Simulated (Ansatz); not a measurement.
# Ta: the cost of one run

Method: DFT PBEsol, scalar-relativistic, plane waves, PAW, in Ansatz 0.2.0.

3 further runs of the same task are left out: 1 that didn't finish, 2 set aside as unsound or not needed.

## (1) The starting structure

Symmetry: Im-3m, No. 229, cubic system. The conventional cell has a = 3.281 Å, b = 3.281 Å, c = 3.281 Å, α = 90.00°, β = 90.00°, γ = 90.00°. Around Ta (site symmetry m-3m) lie 8 Ta at 2.84 Å.

Structure file:

```xyz
1
Lattice="-1.6403 1.6403 1.6403 1.6403 -1.6403 1.6403 1.6403 1.6403 -1.6403" Properties=species:S:1:pos:R:3 pbc="T T T"
Ta    0.0000    0.0000    0.0000
```

It is the result of an earlier relaxation at this level (volume 17.65 Å³/atom; gap on the mesh: none (metal)).

## (2) The [111] wire, 16 host atoms a period

The wire is cut from the relaxed crystal, periodic along c with vacuum across. Atoms and period relax; energies count from the bulk, -9806.5004 eV an atom.

The cell holds 16 Ta: a = 18.400 Å, b = 18.600 Å, c = 2.841 Å, α = 90.00°, β = 90.00°, γ = 90.00°.

## (3) Relaxing it

Pressure and volume refer to the whole cell with its vacuum; only the period along c may change.

Contents of input.yaml:

```yaml
crystal:
  lattice:
    - [18.4, 0.0, 0.0]
    - [0.0, 18.6, 0.0]
    - [0.0, 0.0, 2.841013246]
  atoms:
    - { symbol: Ta, position: [0.3908206668, 0.3752861504, 0.0] }
    - { symbol: Ta, position: [0.3908206668, 0.6247138496, 0.0] }
    - { symbol: Ta, position: [0.3180344446, 0.5, 0.6666666667] }
    - { symbol: Ta, position: [0.6091793332, 0.2505723009, 0.0] }
    - { symbol: Ta, position: [0.6091793332, 0.5, 0.0] }
    - { symbol: Ta, position: [0.5363931111, 0.3752861504, 0.6666666667] }
    - { symbol: Ta, position: [0.6091793332, 0.7494276991, 0.0] }
    - { symbol: Ta, position: [0.5363931111, 0.6247138496, 0.6666666667] }
    - { symbol: Ta, position: [0.7547517776, 0.5, 0.6666666667] }
    - { symbol: Ta, position: [0.2452482224, 0.3752861504, 0.3333333333] }
    - { symbol: Ta, position: [0.2452482224, 0.6247138496, 0.3333333333] }
    - { symbol: Ta, position: [0.4636068889, 0.2505723009, 0.3333333333] }
    - { symbol: Ta, position: [0.4636068889, 0.5, 0.3333333333] }
    - { symbol: Ta, position: [0.4636068889, 0.7494276991, 0.3333333333] }
    - { symbol: Ta, position: [0.6819655554, 0.3752861504, 0.3333333333] }
    - { symbol: Ta, position: [0.6819655554, 0.6247138496, 0.3333333333] }
basis:
  ecutwfc: 420
kpoints:
  mp_grid: { grid: [1, 1, 19] }
hamiltonian:
  xc: pbesol
scf:
  occupations: { method: gaussian, width: 0.05 }
output:
  forces: true
  stress: true
  eigenvalues: true
  populations: true
  write_density: true
  write_potential: true
  elf: true
  volumetric_format: npy
relax:
  adjacent_minimum: "off"
  f_tol: 0.02
  max_steps: 45
  cell: { fix: [a, b, alpha, beta, gamma], stress_tol: 0.03 }
```

Command:

```sh
> ansatz run input.yaml --threads 4 --pin off --max-ram 11264MiB --backend cpu --events-out ev --progress --plain --runs-dir out
```

What time and memory should one allow on 4 threads of Intel Xeon Platinum 8259CL at 2.50GHz (Skylake/Cascade Lake), shared host?

About 13 min, with a peak of 2.9 GiB.
